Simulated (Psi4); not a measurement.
# M06-L/6-31G(d) (spherical functions) run of SiNH4ClO (SMILES N[SiH](O)Cl)

Aim: the vertical ionisation energy of SiNH4ClO at M06-L/6-31G* (spherical functions), from 2 runs. 

The results are computed with Psi4 1.11.

2 further runs of the same task are left out: 2 that didn't finish.

### Step 1. Starting point

SiNH4ClO: 8 atoms, total charge 0, spin state singlet. SMILES: `N[SiH](O)Cl`. Geometry: relaxed at PBE0-D4/def2-TZVP. This is one conformer, not always the lowest.

Bond lengths: N1–Si2 1.700 Å, Si2–O3 1.631 Å, Si2–Cl4 2.058 Å, N1–H5 1.006 Å, N1–H6 1.007 Å, Si2–H7 1.474 Å, O3–H8 0.960 Å. Angles: N1–Si2–O3 111.2°, N1–Si2–Cl4 104.5°, O3–Si2–Cl4 112.6°, N1–Si2–H7 117.4°, O3–Si2–H7 103.8°, Cl4–Si2–H7 107.5°, Si2–N1–H5 120.7°, Si2–N1–H6 121.4°, Si2–O3–H8 116.7°, H5–N1–H6 112.4°.

### Step 2. Energy and gradient at M06-L/6-31G(d) (spherical functions)

clh4nosi.xyz

```xyz
8
ClH4NOSi
N     -0.749800     0.885600    -0.289000
Si     0.524400    -0.226200    -0.115300
O      0.551300    -0.861300     1.386900
Cl     0.173100    -1.641600    -1.566900
H     -1.217200     0.998000    -1.172700
H     -0.806900     1.712400     0.283000
H      1.896700     0.277200    -0.308600
H     -0.279500    -1.201200     1.726700
```

run_ase.py

```python
import numpy as np
from ase.calculators.psi4 import Psi4
from ase.io import read

a = read('clh4nosi.xyz')
calc = Psi4(atoms=a, method='m06-l', basis='6-31G*', memory='2200MB', num_threads=1, charge=0, multiplicity=1, label='clh4nosi', reference='rks')
calc.psi4.set_options({'puream': True, 'e_convergence': 1e-09, 'd_convergence': 1e-08, 'scf_type': 'pk', 'dft_radial_points': 99, 'dft_spherical_points': 590})
a.calc = calc

forces = a.get_forces()
print(f'energy: {a.get_potential_energy():.6f} eV')
print('forces / eV A^-1')
print(np.round(forces, 5))
```

Run with:

```
$ python run_ase.py
```

clh4nosi.dat:

```text
[...]
  Running in c1 symmetry.
[...]
  Nuclear repulsion =  228.759091773363366
[...]
  Multiplicity = 1
[...]
  Nalpha       = 25
  Nbeta        = 25
[...]
    Number of basis functions: 72
[...]
   @RKS iter   1:  -881.74223690834833   -5.95771e-03   1.35002e-02 DIIS/ADIIS
[...]
   @RKS iter  12:  -882.13066649346388   -4.54747e-13   3.07909e-09 DIIS
[...]
    Orbital Energies [Eh]
    ---------------------
    Doubly Occupied:
       1A   -101.153588     2A    -65.882432     3A    -18.988096
       4A    -14.173577     5A     -9.388856     6A     -7.095565
       7A     -7.089225     8A     -7.088996     9A     -5.293514
      10A     -3.605544    11A     -3.602772    12A     -3.600501
      13A     -0.993748    14A     -0.836387    15A     -0.784063
      16A     -0.533828    17A     -0.474348    18A     -0.453679
      19A     -0.386937    20A     -0.366208    21A     -0.326421
      22A     -0.306306    23A     -0.289053    24A     -0.287033
      25A     -0.243026
[...]
  @RKS Final Energy:  -882.13066649346388
   => Energetics <=
    Nuclear Repulsion Energy =            228.7590917733633660
    One-Electron Energy =               -1673.2470933208383030
    Two-Electron Energy =                 628.7153211290685704
    DFT Exchange-Correlation Energy =     -66.3579860750574255
    Empirical Dispersion Energy =           0.0000000000000000
    VV10 Nonlocal Energy =                  0.0000000000000000
    Total Energy =                       -882.1306664934638775
[...]
 Multipole Moments:
 ------------------------------------------------------------------------------------
     Multipole            Electronic (a.u.)      Nuclear  (a.u.)        Total (a.u.)
 ------------------------------------------------------------------------------------
 L = 1.  Multiply by 2.5417464519 to convert [e a0] to [Debye]
 Dipole X            :          0.3449639           -1.0728176           -0.7278537
 Dipole Y            :         -4.1506156            5.0317101            0.8810945
 Dipole Z            :         -2.7453612            3.0944870            0.3491258
 Magnitude           :                                                    1.1949843
[...]
  -Total Gradient:
     Atom            X                  Y                   Z
    ------   -----------------  -----------------  -----------------
       1        0.003942509796     0.000859156467     0.000445860860
       2       -0.007914587482    -0.004508579345     0.004675774076
       3       -0.006283672487     0.002253743652    -0.007351559284
       4        0.000747326064     0.001743585395     0.002676885283
       5        0.001832310759    -0.001552474607     0.002504588955
       6        0.000285651413    -0.002723705000    -0.000949476471
       7        0.002609831322     0.002293704006    -0.000557894454
       8        0.004809735294     0.001391677546    -0.001093510333
[...]
```

The script printed:

```text
energy: -24003.998090 eV
forces / eV A^-1
[[-0.20273 -0.04418 -0.02293]
 [ 0.40698  0.23184 -0.24044]
 [ 0.32312 -0.11589  0.37803]
 [-0.03843 -0.08966 -0.13765]
 [-0.09422  0.07983 -0.12879]
 [-0.01469  0.14006  0.04882]
 [-0.1342  -0.11795  0.02869]
 [-0.24733 -0.07156  0.05623]]
```

Wall time 54 s (1 thread of Intel Xeon Platinum 8259CL at 2.50GHz (Skylake/Cascade Lake), shared host); peak memory 1.3 GiB.

### Step 3. The doublet cation

calc.dat

```
memory 2200 mb

molecule molecule1 {
  1 2
  N
  Si 1 R2
  O 2 R3 1 A3
  Cl 2 R4 3 A4 1 D4
  H 1 R5 2 A5 3 D5
  H 1 R6 5 A6 2 D6
  H 2 R7 3 A7 1 D7
  H 3 R8 2 A8 7 D8

  R2 = 1.699958
  R3 = 1.631159
  A3 = 111.16815
  R4 = 2.057647
  A4 = 112.62392
  D4 = -116.84752
  R5 = 1.005993
  A5 = 120.73598
  D5 = -147.44535
  R6 = 1.006997
  A6 = 112.38893
  D6 = 154.29842
  R7 = 1.474444
  A7 = 103.78735
  D7 = 127.15508
  R8 = 0.959805
  A8 = 116.72124
  D8 = 176.43377
  symmetry c1
}

set globals {
  basis                6-31G*
  reference            uks
  puream               true
  e_convergence        1e-09
  d_convergence        1e-08
  scf_type             pk
  dft_radial_points    99
  dft_spherical_points 590
  maxiter              100
}

e_tot, wfn = gradient("m06-l", return_wfn=True)
```

Run with:

```
$ psi4 calc.dat calc.out -n 1
```

calc.out, shortened:

```text
[...]
  Running in c1 symmetry.
[...]
  Nuclear repulsion =  228.759090327484358
[...]
  Multiplicity = 2
[...]
  Nalpha       = 25
  Nbeta        = 24
[...]
    Number of basis functions: 72
[...]
   @UKS iter   1:  -881.29508363241166    4.41195e-01   1.35798e-02 DIIS/ADIIS
[...]
   @UKS iter  19:  -881.76062653352119   -1.59162e-12   5.52285e-09 DIIS
[...]
   @S^2 Observed:                7.545651870E-01
[...]
  @UKS Final Energy:  -881.76062653352119
   => Energetics <=
    Nuclear Repulsion Energy =            228.7590903274843583
    One-Electron Energy =               -1661.1621727897272649
    Two-Electron Energy =                 616.6397273988338839
    DFT Exchange-Correlation Energy =     -65.9972714701121106
    Empirical Dispersion Energy =           0.0000000000000000
    VV10 Nonlocal Energy =                  0.0000000000000000
    Total Energy =                       -881.7606265335211901
[...]
 Multipole Moments:
 ------------------------------------------------------------------------------------
     Multipole            Electronic (a.u.)      Nuclear  (a.u.)        Total (a.u.)
 ------------------------------------------------------------------------------------
 L = 1.  Multiply by 2.5417464519 to convert [e a0] to [Debye]
 Dipole X            :          3.0637200           -4.0010597           -0.9373397
 Dipole Y            :          1.9621228           -2.3994612           -0.4373384
 Dipole Z            :          1.6123543           -3.7787573           -2.1664030
 Magnitude           :                                                    2.4006609
[...]
  -Total Gradient:
     Atom            X                  Y                   Z
    ------   -----------------  -----------------  -----------------
       1        0.011567728080    -0.006164821581     0.019278428820
       2       -0.013683860409    -0.006921723284    -0.061638190161
       3        0.001841251025    -0.005333778118     0.003427770606
       4        0.008052793297     0.003981323387     0.003182116266
       5       -0.012674866288    -0.004921752541     0.013205910045
       6        0.009785953969     0.006709388972     0.010772814636
       7        0.002453624980    -0.001070959004     0.010894992326
       8       -0.007291356224     0.013365816146     0.001206244309
[...]
```

Run time: 95 s. Hardware: 1 thread of Intel Xeon Platinum 8259CL at 2.50GHz (Skylake/Cascade Lake), shared host; peak memory 1.2 GiB.

### Step 4. What came out

At M06-L/6-31G* (spherical functions):

| quantity | value |
| --- | --- |
| singlet SiNH4ClO: total energy | -882.13067 Eh |
| singlet SiNH4ClO: dipole moment | 3.04 D |
| singlet SiNH4ClO: HOMO energy | -6.61 eV |
| singlet SiNH4ClO: LUMO energy | 1.21 eV |
| singlet SiNH4ClO: HOMO–LUMO gap | 7.82 eV |
| singlet SiNH4ClO: largest force on an atom | 0.526 eV/Å |
| doublet cation: total energy | -881.76063 Eh |
| doublet cation: HOMO energy (highest over α and β) | -13.52 eV |
| doublet cation: LUMO energy (lowest over α and β) | -13.26 eV |
| doublet cation: ⟨S²⟩ | 0.755 |
| doublet cation: largest force on an atom | 3.266 eV/Å |
| vertical ionisation energy (to the doublet cation) | 10.069 eV |

What this shows: The vertical ionisation energy comes to 10.07 eV (972 kJ/mol). The largest force (singlet SiNH4ClO) is 0.53 eV/Å: the shape isn't a stationary point for this species at this level. The negative HOMO energy of the first species, 6.61 eV, lies 3.46 eV below that difference.
